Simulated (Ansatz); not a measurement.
# Li+ with PH3: superposition error and deformation

How much of this pair's binding is borrowed basis, and how much do the fragments pay to take the shapes they have in the pair?

Program: Ansatz 0.2.0, Gaussian basis. Level of theory: PBE0-D4 structures, single points in def2-TZVPPD. These are calculated values, not measurements.

Levels: PBE-D4, revPBE-D4, BLYP-D4, r2SCAN-D4, B97M-V, PBE0-D4, B3LYP-D4, HSE06-D4, wB97X-V, wB97M-V, B2PLYP, Hartree-Fock, MP2, CCSD, CCSD(T).

Correlated methods freeze the cores. The outer core shell of Li, Na, Mg and K is correlated. B3LYP uses VWN-RPA correlation. B2PLYP carries no dispersion term here.

129 further runs of the same task are left out: 129 set aside as unsound or not needed.

## 1. Starting geometry

The relaxed pair: 5 atoms, charge 1, spin multiplicity 1.

Atoms are counted from 1 here; the program's logs count them from 0.

Bond lengths: Li1–P2 2.475 Å, P2–H3 1.409 Å, P2–H4 1.409 Å, P2–H5 1.409 Å. Angles: Li1–P2–H3 118.4°, Li1–P2–H4 118.4°, Li1–P2–H5 118.4°, H3–P2–H4 99.2°, H3–P2–H5 99.2°, H4–P2–H5 99.2°.

Geometry (Å):

```xyz
5
H3LiP
Li    0.0722    0.0122   -2.3812
P    -0.0028   -0.0005    0.0929
H     1.0325   -0.6523    0.7914
H    -1.1120   -0.5943    0.7267
H     0.0101    1.2348    0.7702
```

Atoms 1 to 1 are fragment A (Li+), the rest fragment B (PH3). From earlier runs, pair energy (eV) and counterpoise interaction (meV):

```tsv
method	E(pair)	interaction
PBE-D4	-9531.69107	-1204
revPBE-D4	-9535.24033	-1177
BLYP-D4	-9536.68853	-1181
r2SCAN-D4	-9535.98891	-1117
B97M-V	-9535.17930	-1096
PBE0-D4	-9532.76266	-1211
B3LYP-D4	-9537.79328	-1198
HSE06-D4	-9532.53241	-1211
wB97X-V	-9535.32319	-1195
wB97M-V	-9535.71833	-1131
B2PLYP	-9533.26394	-1165
MP2	-9522.91002	-1101
CCSD(T)	-9523.97759	-1095
```

First each fragment is run alone in its own basis, frozen in the shape it has in the pair (a, b).

## 2. wB97X-V/def2-TZVPPD

File a/in.yaml:

```yaml
crystal:
  periodic: [false, false, false]
  atoms:
    - {symbol: Li, position_ang: [0.072176, 0.012249, -2.381233]}
basis:
  gaussian: {orbitals: "def2-TZVPPD.json"}
total_charge: 1
hamiltonian: {xc: {name: wB97X-V}}
```

File b/in.yaml:

```yaml
crystal:
  periodic: [false, false, false]
  atoms:
    - {symbol: P, position_ang: [-0.002815, -0.000479, 0.092884]}
    - {symbol: H, position_ang: [1.032511, -0.652260, 0.791442]}
    - {symbol: H, position_ang: [-1.112017, -0.594275, 0.726744]}
    - {symbol: H, position_ang: [0.010144, 1.234765, 0.770163]}
basis:
  gaussian: {orbitals: "def2-TZVPPD.json"}
hamiltonian: {xc: {name: wB97X-V}}
```

The basis file named in the input lies beside it (Basis Set Exchange, JSON).

Each run has its own folder and the same command.

Command:

```bash
> ansatz run in.yaml --threads 2 --pin off --events-out ev --progress --plain --max-ram 5222MiB
```

a printed:

```text
Functional definition: wB97X-V
  name "wB97X-V"
  cite "Mardirossian & Head-Gordon, Phys. Chem. Chem. Phys. 16, 9904 (2014) doi:10.1039/C3CP54374A"
  cite "Becke, J. Chem. Phys. 107, 8554 (1997) doi:10.1063/1.475007"
  cite "Vydrov & Van Voorhis, J. Chem. Phys. 133, 244103 (2010) doi:10.1063/1.3521275"
  parameter omega = 0.3/bohr
  parameter cx = 0.167
  parameter cx1 = 0.603
  parameter cx2 = 1.194
  parameter css0 = 0.556
  parameter css1 = -0.257
  parameter cos0 = 1.219
  parameter cos1 = -1.850
  parameter b = 6.0
  parameter c = 0.01
  exchange = spin_sum(e_x_unif_sr(omega)*poly(b97_u_x, 1 - cx, cx1, cx2)) + cx*exact_x_sr(omega) + exact_x_lr(omega)
  correlation = spin_sum(e_c_pw_same_spin*poly(b97_u_same, css0, css1))
      + integral(e_c_pw_opposite_spin*poly(b97_u_opposite, cos0, cos1)) + vv10(b, c)
139 factors; their error is unknown
50 factors; integrals over basis functions are off by at most 2.1e-4 eV
mean field evaluation 1: about -198.0572 eV, gradient 3.5e-1 eV
mean field evaluation 2: about -198.0572 eV, gradient 3.5e-1 eV
mean field evaluation 4: about -198.0572 eV, gradient 3.0e-2 eV
mean field evaluation 8: about -198.0572 eV, gradient 4.4e-7 eV
mean field -198.05722125 eV, -7.2784686331 hartree, gradient 4.4e-7 eV, S^2 0.000000; 0 other end points of the search recorded, 0 dependent functions left out
reference -198.05722091 eV, -7.2784686203 hartree; 1, 1 occupied and 21, 21 virtual orbitals, 139 factors
Total energy: -198.05722091 eV, -7.2784686203 hartree
```

Output in b, shortened:

```text
[... 5 set-up lines as earlier in the session ...]
[...]
      + integral(e_c_pw_opposite_spin*poly(b97_u_opposite, cos0, cos1)) + vv10(b, c)
502 factors; their error is unknown
148 factors; integrals over basis functions are off by at most 1.9e-5 eV
[...]
mean field -9336.06874112 eV, -343.0941980214 hartree, gradient 4.9e-5 eV, S^2 0.000000; 0 other end points of the search recorded, 0 dependent functions left out
reference -9336.06873971 eV, -343.0941979696 hartree; 9, 9 occupied and 90, 90 virtual orbitals, 502 factors
Total energy: -9336.06873971 eV, -343.0941979696 hartree
```

Wall times: 0.3 s (a), 1.6 s (b) on 2 threads of Intel Xeon Platinum 8559C, shared host.

## 3. wB97M-V/def2-TZVPPD

Each input of step 2 (a, b) changes in the same lines:

```diff
-hamiltonian: {xc: {name: wB97X-V}}
+hamiltonian: {xc: {name: wB97M-V}}
```

Each run has its own folder and the same command.

Command:

```bash
> ansatz run in.yaml --threads 2 --pin off --events-out ev --progress --plain --max-ram 5222MiB
```

Output in a, shortened:

```text
Functional definition: wB97M-V
  name "wB97M-V"
  cite "Mardirossian & Head-Gordon, J. Chem. Phys. 144, 214110 (2016) doi:10.1063/1.4952647"
[... 2 set-up lines as earlier in the session ...]
  # Of w^i u^j: cxij and so on, Table III.
[...]
  gx(w, u) = 1 - cx + cx01*u + cx10*w
  gss(w, u) = css00 + css04*u^4 + css10*w + css20*w^2 + css43*w^4*u^3
  gos(w, u) = cos00 + cos10*w + (cos20 + cos21*u)*w^2 + (cos60 + cos61*u)*w^6
[...]
      + integral(e_c_pw_mod_opposite_spin*gos(b97_w_opposite, b97_u_opposite)) + vv10(b, c)
139 factors; their error is unknown
50 factors; integrals over basis functions are off by at most 2.1e-4 eV
[...]
mean field -197.98566991 eV, -7.2758391695 hartree, gradient 3.9e-7 eV, S^2 0.000000; 0 other end points of the search recorded, 0 dependent functions left out
reference -197.98567899 eV, -7.2758395033 hartree; 1, 1 occupied and 21, 21 virtual orbitals, 139 factors
Total energy: -197.98567899 eV, -7.2758395033 hartree
```

Log of b, shortened:

```text
[... 5 set-up lines as earlier in the session ...]
  # Of w^i u^j: cxij and so on, Table III.
[...]
  gx(w, u) = 1 - cx + cx01*u + cx10*w
  gss(w, u) = css00 + css04*u^4 + css10*w + css20*w^2 + css43*w^4*u^3
  gos(w, u) = cos00 + cos10*w + (cos20 + cos21*u)*w^2 + (cos60 + cos61*u)*w^6
[...]
      + integral(e_c_pw_mod_opposite_spin*gos(b97_w_opposite, b97_u_opposite)) + vv10(b, c)
502 factors; their error is unknown
148 factors; integrals over basis functions are off by at most 1.9e-5 eV
[...]
mean field -9336.59801718 eV, -343.1136485578 hartree, gradient 6.6e-5 eV, S^2 0.000000; 0 other end points of the search recorded, 0 dependent functions left out
reference -9336.59805163 eV, -343.1136498240 hartree; 9, 9 occupied and 90, 90 virtual orbitals, 502 factors
Total energy: -9336.59805163 eV, -343.1136498240 hartree
```

They took 0.3 s (a), 1.9 s (b) on 2 threads of Intel Xeon Platinum 8559C, shared host.

## 4. B2PLYP/def2-TZVPPD

The same edit goes into each in.yaml of step 3 (a, b):

```diff
-hamiltonian: {xc: {name: wB97M-V}}
+hamiltonian: {xc: {name: B2PLYP}}
```

The same command starts each run, in its folder.

Command:

```bash
> ansatz run in.yaml --threads 2 --pin off --events-out ev --progress --plain --max-ram 5222MiB
```

a printed:

```text
Functional definition: B2PLYP
  name "B2PLYP"
  cite "Grimme, J. Chem. Phys. 124, 034108 (2006) doi:10.1063/1.2148954"
  cite "Becke, Phys. Rev. A 38, 3098 (1988) doi:10.1103/PhysRevA.38.3098"
  cite "Lee, Yang & Parr, Phys. Rev. B 37, 785 (1988) doi:10.1103/PhysRevB.37.785"
  parameter a = 0.53
  parameter c = 0.27
  exchange = (1 - a)*b88_x + a*exact_x
  correlation = (1 - c)*lyp_c + c*(mp2_os + mp2_ss)
115 factors; integrals over basis functions are off by at most 1.7e-4 eV
mean field evaluation 1: about -197.7856 eV, gradient 2.2e-1 eV
mean field evaluation 2: about -197.7856 eV, gradient 2.2e-1 eV
mean field evaluation 4: about -197.7856 eV, gradient 9.7e-5 eV
mean field evaluation 8: about -197.7856 eV, gradient 7.8e-6 eV
mean field -197.78564506 eV, -7.2684883920 hartree, gradient 7.8e-6 eV, S^2 0.000000; 0 other end points of the search recorded, 0 dependent functions left out
reference -197.78567180 eV, -7.2684893745 hartree; 1, 1 occupied and 21, 21 virtual orbitals, 115 factors
second order -0.88875546 eV of doubles, -0.00000000 eV of singles
Total energy: -198.02563577 eV, -7.2773078880 hartree
```

Log of b, shortened:

```text
[... 5 set-up lines as earlier in the session ...]
[...]
541 factors; integrals over basis functions are off by at most 8.2e-4 eV
[...]
mean field -9332.52925339 eV, -342.9641242464 hartree, gradient 1.6e-6 eV, S^2 0.000000; 0 other end points of the search recorded, 0 dependent functions left out
5 core orbitals not correlated: weight in the atoms' cores, before any rotation towards them, 1.000 or more for the frozen orbitals, at most 0.000 for the correlated occupied ones
reference -9332.52937755 eV, -342.9641288094 hartree; 4, 4 occupied and 90, 90 virtual orbitals, 541 factors
second order -5.69749277 eV of doubles, -0.00000000 eV of singles
Total energy: -9334.06770060 eV, -343.0206611387 hartree
```

Wall times: 0.15 s (a), 0.95 s (b) on 2 threads of Intel Xeon Platinum 8559C, shared host.

## 5. B97M-V/def2-TZVPPD

Each input of step 4 (a, b) changes in the same lines:

```diff
-hamiltonian: {xc: {name: B2PLYP}}
+hamiltonian: {xc: {name: B97M-V}}
```

The same command starts each run, in its folder.

Command:

```bash
> ansatz run in.yaml --threads 2 --pin off --events-out ev --progress --plain --max-ram 5222MiB
```

Log of a, shortened:

```text
Functional definition: B97M-V
  name "B97M-V"
  cite "Mardirossian & Head-Gordon, J. Chem. Phys. 142, 074111 (2015) doi:10.1063/1.4907719"
[... 2 set-up lines as earlier in the session ...]
  # Of w^i u^j: cxij and so on, Table III.
[...]
  gx(w, u) = cx00 + cx01*u + cx02*u^2 + (cx10 + cx11*u)*w
  gss(w, u) = css00 + css02*u^2 + css10*w + (css32*w^3 + css42*w^4)*u^2
  gos(w, u) = cos00 + cos01*u + cos03*u^3 + cos10*w + cos32*w^3*u^2
[...]
      + integral(e_c_pw_mod_opposite_spin*gos(b97_w_opposite, b97_u_opposite)) + vv10(b, c)
139 factors; their error is unknown
[...]
mean field -198.92348132 eV, -7.3103031035 hartree, gradient 4.7e-7 eV, S^2 0.000000; 0 other end points of the search recorded, 0 dependent functions left out
reference -198.92348931 eV, -7.3103033968 hartree; 1, 1 occupied and 21, 21 virtual orbitals, 139 factors
Total energy: -198.92348931 eV, -7.3103033968 hartree
```

b printed, shortened:

```text
[... 5 set-up lines as earlier in the session ...]
  # Of w^i u^j: cxij and so on, Table III.
[...]
  gx(w, u) = cx00 + cx01*u + cx02*u^2 + (cx10 + cx11*u)*w
  gss(w, u) = css00 + css02*u^2 + css10*w + (css32*w^3 + css42*w^4)*u^2
  gos(w, u) = cos00 + cos01*u + cos03*u^3 + cos10*w + cos32*w^3*u^2
[...]
      + integral(e_c_pw_mod_opposite_spin*gos(b97_w_opposite, b97_u_opposite)) + vv10(b, c)
493 factors; their error is unknown
[...]
mean field -9335.15749646 eV, -343.0607103977 hartree, gradient 8.8e-5 eV, S^2 0.000000; 0 other end points of the search recorded, 0 dependent functions left out
reference -9335.15753891 eV, -343.0607119577 hartree; 9, 9 occupied and 90, 90 virtual orbitals, 493 factors
Total energy: -9335.15753891 eV, -343.0607119577 hartree
```

Times: 0.25 s (a), 1.5 s (b) on 2 threads of Intel Xeon Platinum 8559C, shared host.

## 6. CCSD(T)/def2-TZVPPD

Each input of step 5 (a, b) changes in the same lines:

```diff
-hamiltonian: {xc: {name: B97M-V}}
+correlation: {method: ccsd_t}
```

One command serves all of them, each in its own folder.

Command:

```bash
> ansatz run in.yaml --threads 2 --pin off --events-out ev --progress --plain --max-ram 5222MiB
```

a printed:

```text
Functional definition: HF
  name "HF"
  cite "Fock, Z. Phys. 61, 126 (1930) doi:10.1007/BF01340294"
  parent pbe
  exchange = exact_x
  correlation = 0
115 factors; integrals over basis functions are off by at most 1.7e-4 eV
mean field evaluation 1: about -196.9117 eV, gradient 2.2e-2 eV
mean field evaluation 2: about -196.9117 eV, gradient 2.2e-2 eV
mean field evaluation 4: about -196.9117 eV, gradient 9.3e-7 eV
mean field -196.91172360 eV, -7.2363723707 hartree, gradient 9.3e-7 eV, S^2 0.000000; 0 other end points of the search recorded, 0 dependent functions left out
reference -196.91172360 eV, -7.2363723707 hartree; 1, 1 occupied and 21, 21 virtual orbitals, 115 factors
second order -0.81477337 eV of doubles, -0.00000000 eV of singles
cycle   1  -0.91492215 eV  change   -1.0e-1 eV  update   6.4e-3
cycle   2  -0.93093312 eV  change   -1.6e-2 eV  update   1.1e-3
cycle   3  -0.93078793 eV  change    1.5e-4 eV  update   9.2e-5
cycle   4  -0.93078953 eV  change   -1.6e-6 eV  update   4.4e-6
cycle   5  -0.93079009 eV  change   -5.6e-7 eV  update   7.2e-7
perturbative correction 0.00000000 eV, 0.0000000000 hartree
Total energy: -197.84251369 eV, -7.2705782757 hartree
```

b printed, shortened:

```text
[... 4 set-up lines as earlier in the session ...]
[...]
541 factors; integrals over basis functions are off by at most 8.2e-4 eV
[...]
mean field -9319.44831522 eV, -342.4834086353 hartree, gradient 2.0e-6 eV, S^2 0.000000; 0 other end points of the search recorded, 0 dependent functions left out
5 core orbitals not correlated: weight in the atoms' cores, before any rotation towards them, 1.000 or more for the frozen orbitals, at most 0.000 for the correlated occupied ones
reference -9319.44831522 eV, -342.4834086353 hartree; 4, 4 occupied and 90, 90 virtual orbitals, 541 factors
second order -4.62327779 eV of doubles, -0.00000000 eV of singles
cycle   1  -5.18396020 eV  change   -5.6e-1 eV  update   5.7e-2
[...]
cycle   9  -5.39771991 eV  change    2.1e-6 eV  update   3.9e-6
perturbative correction -0.18269779 eV, -0.0067140200 hartree
Total energy: -9325.02873292 eV, -342.6884852032 hartree
```

Wall times: 0.1 s (a), 1.2 s (b) on 2 threads of Intel Xeon Platinum 8559C, shared host.

## 7. Relaxing PH3 alone

File relax-b/in.yaml:

```yaml
crystal:
  periodic: [false, false, false]
  atoms:
    - {symbol: P, position_ang: [-0.002815, -0.000479, 0.092884]}
    - {symbol: H, position_ang: [1.032511, -0.652260, 0.791442]}
    - {symbol: H, position_ang: [-1.112017, -0.594275, 0.726744]}
    - {symbol: H, position_ang: [0.010144, 1.234765, 0.770163]}
basis:
  gaussian: {orbitals: def2-TZVP}
hamiltonian: {xc: pbe0, dispersion: d4}
relax: {f_tol: 0.005, max_steps: 200}
```

Command:

```bash
> ansatz run in.yaml --threads 2 --pin off --events-out ev --progress --plain --max-ram 5222MiB
```

The program printed, shortened:

```text
Functional definition: PBE0
  name "PBE0"
  cite "Adamo & Barone, J. Chem. Phys. 110, 6158 (1999) doi:10.1063/1.478522"
  cite "Perdew, Burke & Ernzerhof, Phys. Rev. Lett. 77, 3865 (1996) doi:10.1103/PhysRevLett.77.3865"
[... 1 set-up line as earlier in the session ...]
[...]
414 factors; their error is unknown
[...]
mean field -9333.87417943 eV, -343.0135493668 hartree, gradient 4.5e-5 eV, S^2 0.000000; 0 other end points of the search recorded, 0 dependent functions left out
[...]
reference -9333.87420157 eV, -343.0135501804 hartree; 9, 9 occupied and 46, 46 virtual orbitals, 414 factors
relax step   1: F+E_penalty+E_count = -9333.89792223 eV  Δ(F+E_penalty+E_count) = +0.000e0 eV  max|allowed force component| = 1.174e0 eV/Å  Δτ_max = 0.0000 Å  (21 SCF iters, accepted)
[...]
relax step   3: F+E_penalty+E_count = -9333.96565134 eV  Δ(F+E_penalty+E_count) = -2.217e-3 eV  max|allowed force component| = 8.989e-3 eV/Å  Δτ_max = 0.0130 Å  (25 SCF iters, accepted)
[...]
relax step   4: F+E_penalty+E_count = -9333.96565939 eV  Δ(F+E_penalty+E_count) = -8.050e-6 eV  max|allowed force component| = 1.199e-3 eV/Å  Δτ_max = 0.0007 Å  (17 SCF iters, accepted)
414 factors; their error is unknown
mean field -9333.94179686 eV, -343.0160342618 hartree, gradient 3.0e-5 eV, S^2 0.000000; 1 other end points of the search recorded, 0 dependent functions left out
[...]
reference -9333.94181926 eV, -343.0160350848 hartree; 9, 9 occupied and 46, 46 virtual orbitals, 414 factors
Total energy: -9333.96568179 eV, -343.0169120166 hartree
Atom 0 at    -0.000452    -0.000076     0.014828 Å, force    -0.000037    -0.000006     0.001199 eV/Å
Atom 1 at     0.989894    -0.626704     0.816326 Å, force    -0.000477     0.000302    -0.000413 eV/Å
Atom 2 at    -1.069662    -0.571024     0.754190 Å, force     0.000516     0.000275    -0.000383 eV/Å
Atom 3 at     0.008042     1.185555     0.795889 Å, force    -0.000003    -0.000571    -0.000403 eV/Å
Dipole moment:    -0.004398    -0.000747     0.145124 e Å
```

It took 1.5 s on 2 threads of Intel Xeon Platinum 8559C, shared host.

Along the way:

```tsv
step	energy from step 1 (eV)	largest force component (eV/Å)
1	0.0000	1.1738
2	-0.0655	0.1347
3	-0.0677	0.0090
4	-0.0677	0.0012
```

Distances of close pairs at the start and the end, largest changes first:

```tsv
bond	before (Å)	after (Å)	change (Å)
P1–H4	1.409	1.420	+0.011
P1–H3	1.409	1.420	+0.011
P1–H2	1.409	1.420	+0.011
```

## 8. PBE-D4/def2-TZVPPD

File free-b/in.yaml:

```yaml
crystal:
  periodic: [false, false, false]
  atoms:
    - {symbol: P, position_ang: [-0.000452, -0.000076, 0.014828]}
    - {symbol: H, position_ang: [0.989894, -0.626704, 0.816326]}
    - {symbol: H, position_ang: [-1.069662, -0.571024, 0.754190]}
    - {symbol: H, position_ang: [0.008042, 1.185555, 0.795889]}
basis:
  gaussian: {orbitals: "def2-TZVPPD.json"}
hamiltonian: {xc: pbe, dispersion: d4}
```

Command:

```bash
> ansatz run in.yaml --threads 2 --pin off --events-out ev --progress --plain --max-ram 5222MiB
```

The program printed:

```text
Functional definition: PBE
  name "PBE"
[... 2 set-up lines as earlier in the session ...]
  parameter kappa = 0.804
  parameter beta = 0.06672455060314922
  exchange = pbe_x(kappa = kappa, mu = beta*pi^2/3)
  correlation = pbe_c(beta = beta)
493 factors; their error is unknown
mean field evaluation 1: about -9332.1475 eV, gradient 1.6e1 eV
mean field evaluation 2: about -9332.4425 eV, gradient 1.5e1 eV
mean field evaluation 4: about -9333.0922 eV, gradient 6.0e-1 eV
mean field evaluation 8: about -9333.0741 eV, gradient 6.3e-3 eV
mean field -9333.07409295 eV, -342.9841467312 hartree, gradient 2.0e-5 eV, S^2 0.000000; 0 other end points of the search recorded, 0 dependent functions left out
reference -9333.07412369 eV, -342.9841478606 hartree; 9, 9 occupied and 90, 90 virtual orbitals, 493 factors
Total energy: -9333.10353991 eV, -342.9852288868 hartree
```

Run time: 0.4 s. Hardware: 2 threads of Intel Xeon Platinum 8559C, shared host.

## 9. r2SCAN-D4/def2-TZVPPD

Changes to free-b/in.yaml since step 8:

```diff
@@ -9,2 +9,2 @@
   gaussian: {orbitals: "def2-TZVPPD.json"}
-hamiltonian: {xc: pbe, dispersion: d4}
+hamiltonian: {xc: r2scan, dispersion: d4}
```

Command:

```bash
> ansatz run in.yaml --threads 2 --pin off --events-out ev --progress --plain --max-ram 5222MiB
```

The program printed:

```text
Functional definition: r2SCAN
  name "r2SCAN"
  cite "Furness, Kaplan, Ning, Perdew & Sun, J. Phys. Chem. Lett. 11, 8208 (2020) doi:10.1021/acs.jpclett.0c02405"
  cite "Furness, Kaplan, Ning, Perdew & Sun, J. Phys. Chem. Lett. 11, 9248 (2020) doi:10.1021/acs.jpclett.0c03077"
  parent r2scan
  parameter k0 = 0.174
  parameter k1 = 0.065
  parameter a1 = 4.9479
  exchange = r2scan_x(k0 = k0, k1 = k1, a1 = a1)
  correlation = r2scan_c
493 factors; their error is unknown
mean field evaluation 1: about -9336.1540 eV, gradient 1.4e1 eV
mean field evaluation 2: about -9336.4736 eV, gradient 1.2e1 eV
mean field evaluation 4: about -9336.8143 eV, gradient 4.0e-1 eV
mean field evaluation 8: about -9336.7939 eV, gradient 5.4e-3 eV
mean field -9336.79394768 eV, -343.1208488708 hartree, gradient 6.6e-6 eV, S^2 0.000000; 0 other end points of the search recorded, 0 dependent functions left out
reference -9336.79395600 eV, -343.1208491767 hartree; 9, 9 occupied and 90, 90 virtual orbitals, 493 factors
Total energy: -9336.80052901 eV, -343.1210907304 hartree
```

Run time: 0.9 s. Hardware: 2 threads of Intel Xeon Platinum 8559C, shared host.

## 10. PBE0-D4/def2-TZVPPD

Changes to free-b/in.yaml since step 9:

```diff
@@ -9,2 +9,3 @@
   gaussian: {orbitals: "def2-TZVPPD.json"}
-hamiltonian: {xc: r2scan, dispersion: d4}
+hamiltonian: {xc: pbe0, dispersion: d4}
+output: {orbitals: {seedname: orbitals}}
```

Command:

```bash
> ansatz run in.yaml --threads 2 --pin off --events-out ev --progress --plain --max-ram 5222MiB
```

The program printed, shortened:

```text
[... 5 set-up lines as earlier in the session ...]
  parameter a = 0.25
[... 2 set-up lines as earlier in the session ...]
  exchange = (1 - a)*pbe_x(kappa = kappa, mu = beta*pi^2/3) + a*exact_x
[... 1 set-up line as earlier in the session ...]
517 factors; their error is unknown
mean field evaluation 1: about -9333.5573 eV, gradient 1.1e1 eV
mean field evaluation 2: about -9333.7982 eV, gradient 8.3e0 eV
mean field evaluation 4: about -9333.9554 eV, gradient 2.7e-1 eV
mean field evaluation 8: about -9333.9714 eV, gradient 7.8e-3 eV
mean field -9333.97140171 eV, -343.0171222198 hartree, gradient 1.3e-5 eV, S^2 0.000000; 0 other end points of the search recorded, 0 dependent functions left out
reference -9333.97142472 eV, -343.0171230654 hartree; 9, 9 occupied and 90, 90 virtual orbitals, 517 factors
Total energy: -9333.99528725 eV, -343.0179999971 hartree
```

Wall time 0.45 s (2 threads of Intel Xeon Platinum 8559C, shared host).

## 11. B3LYP-D4/def2-TZVPPD

Changes to free-b/in.yaml since step 10:

```diff
@@ -9,3 +9,2 @@
   gaussian: {orbitals: "def2-TZVPPD.json"}
-hamiltonian: {xc: pbe0, dispersion: d4}
-output: {orbitals: {seedname: orbitals}}
+hamiltonian: {xc: {name: B3LYP}, dispersion: d4}
```

Command:

```bash
> ansatz run in.yaml --threads 2 --pin off --events-out ev --progress --plain --max-ram 5222MiB
```

The program printed:

```text
Functional definition: B3LYP
  name "B3LYP"
  cite "Stephens, Devlin, Chabalowski & Frisch, J. Phys. Chem. 98, 11623 (1994) doi:10.1021/j100096a001"
[... 2 set-up lines as earlier in the session ...]
  cite "Vosko, Wilk & Nusair, Can. J. Phys. 58, 1200 (1980) doi:10.1139/p80-159"
  parameter a0 = 0.2
  parameter ax = 0.72
  parameter ac = 0.81
  exchange = (1 - a0 - ax)*slater_x + ax*b88_x + a0*exact_x
  correlation = (1 - ac)*vwn_rpa_c + ac*lyp_c
512 factors; their error is unknown
mean field evaluation 1: about -9337.7853 eV, gradient 1.3e1 eV
mean field evaluation 2: about -9338.0703 eV, gradient 1.0e1 eV
mean field evaluation 4: about -9338.3346 eV, gradient 3.6e-1 eV
mean field evaluation 8: about -9338.3427 eV, gradient 3.9e-3 eV
mean field -9338.34270222 eV, -343.1777645507 hartree, gradient 1.3e-5 eV, S^2 0.000000; 0 other end points of the search recorded, 0 dependent functions left out
reference -9338.34289867 eV, -343.1777717699 hartree; 9, 9 occupied and 90, 90 virtual orbitals, 512 factors
Total energy: -9338.39067203 eV, -343.1795274087 hartree
```

Wall time 0.55 s (2 threads of Intel Xeon Platinum 8559C, shared host).

[end of part 1 of 2]
